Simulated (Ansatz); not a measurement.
# C2H9FSi2: small, medium and large basis sets

One table from this session's results is given with a row withheld; the runs are named, their logs left out.

Method: one geometry, several basis sets; program: Ansatz 0.2.0, Gaussian basis.

Levels to be run: PBE0-D4/def2-SVP; ωB97M-V/def2-SVP; PBE0-D4/def2-QZVPP; ωB97M-V/def2-QZVPP; the functionals' def2-TZVPP values are taken from earlier runs.

## Structure used throughout

An earlier PBE0-D4 in a triple-zeta def2 set relaxation fixed the geometry.

14 atoms, charge 0, spin multiplicity 1.

Atoms are counted from 1 here; the program's logs count them from 0.

Bond lengths: C1–C2 1.527 Å, C1–H6 1.093 Å, C1–H7 1.093 Å, C1–H8 1.092 Å, C2–Si3 1.866 Å, C2–H9 1.096 Å, C2–H10 1.097 Å, Si3–F4 1.612 Å, Si3–Si5 2.346 Å, Si3–H11 1.491 Å, Si5–H12 1.490 Å, Si5–H13 1.488 Å, Si5–H14 1.487 Å. Angles: C2–C1–H6 111.4°, C2–C1–H7 111.3°, C2–C1–H8 111.3°, H6–C1–H7 107.6°, H6–C1–H8 107.6°, H7–C1–H8 107.4°, C1–C2–Si3 113.7°, C1–C2–H9 110.6°, C1–C2–H10 110.7°, Si3–C2–H9 108.5°, Si3–C2–H10 107.1°, H9–C2–H10 105.9°, C2–Si3–F4 108.7°, C2–Si3–Si5 112.6°, C2–Si3–H11 109.8°, F4–Si3–Si5 108.6°, F4–Si3–H11 106.4°, Si5–Si3–H11 110.5° and more.

Coordinates:

```xyz
14

C    -1.4564    1.6528    0.7118
C    -0.1574    0.8547    0.6206
Si   -0.2541   -0.6060   -0.5360
F    -0.6443   -0.0756   -2.0075
Si    1.7737   -1.7779   -0.6783
H    -1.3581    2.4966    1.3992
H    -2.2813    1.0308    1.0682
H    -1.7451    2.0523   -0.2628
H     0.6691    1.4980    0.2990
H     0.1290    0.4676    1.6064
H    -1.3550   -1.5164   -0.1098
H     2.1262   -2.3017    0.6710
H     2.8696   -0.8794   -1.1335
H     1.6709   -2.9249   -1.6194
```

Set-up of the first run:

The input, in.yaml:

```yaml
crystal:
  periodic: [false, false, false]
  atoms:
    - {symbol: C, position_ang: [-1.456425, 1.652832, 0.711828]}
    - {symbol: C, position_ang: [-0.157363, 0.854729, 0.620561]}
    - {symbol: Si, position_ang: [-0.254098, -0.606048, -0.536010]}
    - {symbol: F, position_ang: [-0.644260, -0.075597, -2.007532]}
    - {symbol: Si, position_ang: [1.773717, -1.777901, -0.678272]}
    - {symbol: H, position_ang: [-1.358079, 2.496573, 1.399169]}
    - {symbol: H, position_ang: [-2.281335, 1.030774, 1.068173]}
    - {symbol: H, position_ang: [-1.745115, 2.052310, -0.262825]}
    - {symbol: H, position_ang: [0.669143, 1.497981, 0.298979]}
    - {symbol: H, position_ang: [0.129037, 0.467596, 1.606372]}
    - {symbol: H, position_ang: [-1.355022, -1.516370, -0.109774]}
    - {symbol: H, position_ang: [2.126244, -2.301744, 0.671008]}
    - {symbol: H, position_ang: [2.869572, -0.879367, -1.133474]}
    - {symbol: H, position_ang: [1.670882, -2.924867, -1.619404]}
basis:
  gaussian: {orbitals: def2-SVP}
hamiltonian: {xc: pbe0, dispersion: d4}
output: {orbitals: {seedname: orbitals}}
```

Among the steps run: PBE0-D4 in def2-SVP; ωB97M-V in def2-SVP; PBE0-D4 in def2-QZVPP; ωB97M-V in def2-QZVPP.

One of the session's tables, all rows but one given; the rest of the session is left out.

It belongs to the step «Density functionals: the series». 

| functional | basis | HOMO (eV) | LUMO (eV) |
| --- | --- | --- | --- |
| PBE0-D4 | def2-SVP | -7.97 | 0.07 |
| PBE0-D4 | def2-TZVPP | -7.96 | -0.23 |
| PBE0-D4 | def2-QZVPP | -7.96 | -0.31 |
| ωB97M-V | def2-SVP | -10.00 | 1.97 |
| ωB97M-V | def2-TZVPP | ? | ? |
| ωB97M-V | def2-QZVPP | -10.02 | 1.30 |

**Question.** Estimate the row for ωB97M-V, def2-TZVPP.

**Answer.** HOMO (eV): -10.02; LUMO (eV): 1.54.
